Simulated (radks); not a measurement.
# Nuclear size and the levels of K²⁺

Aim: how the total energy, the levels and the density at the nucleus of K²⁺ respond when the nuclear radius is scaled.

The numbers are computed with radks (a radial shooting solver on a logarithmic mesh, Libxc functionals) version 1 (Dirac Kohn-Sham, PBE, spin-unpolarised, spherical densities, finite nucleus; open shells fill j = l - 1/2 first), except any that are marked as measured or tabulated.

### 1 The system

| Property | Result |
| --- | --- |
| element | potassium (Z = 19) |
| charge | +2 |
| electrons | 17 |
| configuration | [Ne] 3s2 3p5 |
| nuclear rms radius | 3.4349 fm |

### 2 rms radius 3.4349 fm

The run's settings:

```text
Z 19
configuration [Ne] 3s2 3p5 4s0 3d0
relativity Dirac
functional pbe,pbe
spin unpolarised
j_filling energy
nucleus finite rms 3.4349 fm
c 137.035999084
```

### 3 rms radius 2.7617 fm

Changes since step 2:

```diff
@@ -6,3 +6,3 @@
 j_filling energy
-nucleus finite rms 3.4349 fm
+nucleus finite rms 2.7617 fm
 c 137.035999084
```

### 4 rms radius 3.3078 fm

Changes since step 3:

```diff
@@ -6,3 +6,3 @@
 j_filling energy
-nucleus finite rms 2.7617 fm
+nucleus finite rms 3.3078 fm
 c 137.035999084
```

### 5 rms radius 3.5689 fm

Changes since step 4:

```diff
@@ -6,3 +6,3 @@
 j_filling energy
-nucleus finite rms 3.3078 fm
+nucleus finite rms 3.5689 fm
 c 137.035999084
```

### 6 rms radius 4.2352 fm

Changes since step 5:

```diff
@@ -6,3 +6,3 @@
 j_filling energy
-nucleus finite rms 3.5689 fm
+nucleus finite rms 4.2352 fm
 c 137.035999084
```

Q: Predict the outcome of this session. Wanted: for each run, rms radius; total energy shift; density at nucleus; 1s1/2 shift; 2s1/2 shift; 2p1/2 shift.

**Answer**, as computed:

| rms radius (fm) | total energy shift (eV) | density at nucleus (e/bohr³) | 1s1/2 shift (meV) | 2s1/2 shift (meV) | 2p1/2 shift (meV) |
| --- | --- | --- | --- | --- | --- |
| 2.7617 | -0.00836 | 5221 | -3.52 | -0.273 | 0.0431 |
| 3.3078 | -0.00171 | 5198 | -0.722 | -0.0559 | 0.00884 |
| 3.4349 | 0 | 5194 | 0 | 0 | 0 |
| 3.5689 | 0.00187 | 5189 | 0.790 | 0.0612 | -0.00967 |
| 4.2352 | 0.0122 | 5168 | 5.15 | 0.399 | -0.0631 |

What this shows: Shifts are against the first run. Over the range the 1s1/2 level moves by 0.00867 eV and the 2p1/2 level by -0.106 meV. A larger nucleus binds the 1s electrons less and lowers the density at its centre. These are shifts of eigenvalues, not the field shifts of spectral lines.
